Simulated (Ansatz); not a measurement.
**GaC+ (singlet): the correlation ladder at distance C1–Ga2 = 5.537 Å, cc-pVDZ**

One table from this session's results is given with a row withheld; the runs are named, their logs left out.

Method: cc-pVDZ, core rule «outside noble gas», up to 15 orbitals frozen; program: Ansatz 0.2.0, Gaussian basis.

The runs, in order: UHF; CCSD(T) on RHF; CCSD(T) on UHF; BCCD(T) on RHF; CISD; CCSDT(Q) on RHF; CCSDT(Q) on UHF; CCSDTQ on RHF; CASSCF and MRCISD+Q, 2 electrons in 2 orbitals; CASSCF and NEVPT2, 2 electrons in 2 orbitals; CASSCF and MRCISD+Q, 6 electrons in 8 orbitals; CASSCF and MRCISD+Q(relaxed), 6 electrons in 8 orbitals; CASSCF and NEVPT2, 6 electrons in 8 orbitals; Full CI.

35 further runs of the same task are left out: 9 for a known fault of the program, 19 that didn't finish, 7 set aside as unsound or not needed. Runs told in other sessions of the task aren't counted.

## The geometry

The geometry derives from a PBE0/def2-TZVP stationary point (not a proven minimum). One bond is set to the value named and the two fragments are kept rigid. No spin-orbit coupling is included. The filled d shell of Ga may be among the frozen orbitals whatever the setting's name suggests.

2 atoms, charge 1, spin multiplicity 1.

Atoms are counted from 1 here; the program's logs count them from 0.

No contacts short enough for the rule that draws bonds.

Set-up of the first run:

File in.yaml:

```yaml
crystal:
  periodic: [false, false, false]
  atoms:
    - {symbol: C, position_ang: [0.000000, 0.000000, 0.000000]}
    - {symbol: Ga, position_ang: [0.000000, 0.000000, 5.537000]}
basis:
  gaussian: {orbitals: cc-pVDZ}
total_charge: 1
magnetization: {spin_polarized: true, initial_magnetization: 0}
hamiltonian: {xc: hf}
output: {orbitals: {seedname: orbitals}}
```

Started as:

```bash
$ ansatz run in.yaml --threads 1 --pin off --events-out ev --progress --plain --max-ram 2393MiB
```

Among the steps run: UHF; CCSD(T) on RHF; CCSD(T) on UHF; BCCD(T) on RHF; CISD; CCSDT(Q) on RHF; CCSDT(Q) on UHF; CCSDTQ on RHF; CASSCF and MRCISD+Q, 2 electrons in 2 orbitals; CASSCF and NEVPT2, 2 electrons in 2 orbitals; CASSCF and MRCISD+Q, 6 electrons in 8 orbitals; CASSCF and MRCISD+Q(relaxed), 6 electrons in 8 orbitals; CASSCF and NEVPT2, 6 electrons in 8 orbitals; Full CI.

One table of the session follows, with a row left open; its other results are not shown here.

| method | from FCI (meV) |
| --- | --- |
| RHF | +3945.7 |
| RMP2 | ? |
| CISD | +550.7 |
| RCCSD | +192.1 |
| RCCSD(T) | +109.4 |
| BCCD(T) | +109.9 |
| RCCSDT | +93.9 |
| RCCSDT(Q) | +51.4 |
| RCCSDTQ | 0.0 |
| FCI | 0 |

Q: Estimate the row for RMP2 from the others.

As computed: from FCI (meV): +1510.2. In the column «from FCI (meV)» it lies between CISD (+550.7) and RHF (+3945.7).

Left out of the table: CASSCF pair, NEVPT2 pair, MRCISD pair, MRCISD+Q pair, CASSCF valence, NEVPT2 valence, MRCISD valence, MRCISD+Q valence (the active space lost an orbital or holds another state than full CI finds).

Limits of these values: Left out of the table: UHF, UMP2, UCCSD, UCCSD(T), UCCSDT, UCCSDT(Q), MRCISD+Q(relaxed) valence (another determinant or state than the rows shown).
